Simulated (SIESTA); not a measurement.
NiMoIrPdW in SIESTA: convergence with real-space mesh cutoff

The system is NiMoIrPdW.

```
Ni Mo Pd Ir W
1.0
     4.14670    0.00000    0.00000
    -2.07335    3.59115    0.00000
     0.00000    0.00000    5.41629
Ni Mo Pd Ir W
1 1 1 1 1
Cartesian
  0.0000 0.0000 0.1203
  2.0734 1.1970 2.4913
  0.0000 2.3941 4.0406
  0.0000 2.3941 1.3888
  2.0734 1.1970 5.4155
```

The cell was built by a generator and needn't be a form met in nature.

```yaml
Program: SIESTA 5.4.2
Task: single point
Functional: PBE
Potentials_or_basis: PseudoDojo 0.4 standard (PBE files)
Basis: DZP (energy shift 0.003 Ry; two zetas on semicore shells)
Grid_cutoff: 100 Ry
Energy_shift: 0.003 Ry
k_mesh: 7 × 7 × 5
Occupations: fermi-dirac, width 0.05 eV
Spin: collinear spin, ferromagnetic start
Starting_moments: "[1.0, 1.0, 0.0, 0.6, 0.0] μB"
```

These are the settings of the first run; the series varies real-space mesh cutoff, with any setting tied to it.

Hardware: 4 MPI ranks on Arm Neoverse N1, on a shared host.

Problem. The values tried are 100 Ry, 150 Ry, 200 Ry, 300 Ry, 400 Ry, 500 Ry, 700 Ry, 900 Ry, 1200 Ry, loosest first. From which on does the largest force stay within 0.005 eV/Å of the tightest run that finished?

Solution. From 300 Ry on.

```
real-space mesh cutoff  energy less the tightest run, at zero smearing (meV/atom)  pressure (GPa)  largest force (eV/Å)  SCF cycles  CPU time (s)
                100 Ry                                                     -37.94            3.69                 0.705          19           420
                150 Ry                                                     -12.12            3.23                 0.714          19           460
                200 Ry                                                      -7.26            2.95                 0.703          19           500
                300 Ry                                                      -2.08            2.99                 0.710          19           580
                400 Ry                                                      -0.72            3.02                 0.704          19           660
                500 Ry                                                      -0.52            2.95                 0.706          19           710
                700 Ry                                                      -0.20            2.96                 0.708          19           830
                900 Ry                                                      -0.06            2.97                 0.705          19          1100
               1200 Ry                                                       0.00            2.96                 0.708          19          1400
```

Against the tightest run, the energy stays within 1 meV/atom from 400 Ry on; the pressure stays within 0.1 GPa from 200 Ry on. Values are those asked for, which the program may round to a finer grid. The tightest run that finished is the yardstick and may itself not be fully converged.

Caveat, for the tightest run too: short orbitals over semicore shells can move pressures by several GPa; the valence orbitals were made in a potential fitted to the semicore shell under them, which widens gaps by tenths of an eV or more; the basis of atomic orbitals isn't converged, which shifts pressures, moduli and gaps. Spin-orbit coupling is left out, which matters for the levels of Ir, W.
